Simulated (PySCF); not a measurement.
# F3Ga3Te3 ((FGaTe)3 ring): the cost of one run

Programs: PySCF 2.14.0, with density-fitted response routines of our own. Each step states its level of theory. These are calculated values for one molecule in the gas phase, unless marked as measured. Atoms are numbered from 0 throughout.

## (1) Starting geometry

9 atoms, charge 0, multiplicity 1; geometry from: GFN2-xTB. The atoms were then displaced at random by about 0.03 Å, so the start is not that level's minimum.

Bonds of the start (Å): Ga0–F1 1.86, Ga0–Te2 2.57, Ga0–Te8 2.47, Te2–Ga3 2.68, Ga3–F4 1.69, Ga3–Te5 2.52, Te5–Ga6 2.55, Ga6–F7 1.77, Ga6–Te8 2.60.

## (2) Optimising the geometry at PBE0-D3(BJ)/def2-SVP

What the job is given:

```
{"job": {"xc": "PBE0", "basis": "def2-SVP", "d3": "d3bj", "grid": 1, "maxiter": 40, "shake": 0.03, "kind": "geom"}, "charge": 0, "multiplicity": 1}
Ga    -1.967260     0.407000     0.488050
F     -3.596250     1.086320     1.060260
Te    -0.742380     2.441790    -0.482870
Ga     1.454130     1.110900    -1.234370
F      2.511790     2.202930    -1.978660
Te     2.193200    -1.289240    -1.379690
Ga     0.666630    -1.851120     0.586560
F      1.532150    -2.139000     2.101670
Te    -1.919260    -2.039020     0.813390
```

On the command line:

```sh
$ OMP_NUM_THREADS=2 python probes_run.py task.json out
```

This one command runs all jobs of the session in turn.

**Question.** How long does this first job take on 2 threads of Intel Xeon 6975P-C, shared host, and how much memory does it need?

About 6.6 min, with a peak of 2.1 GiB.
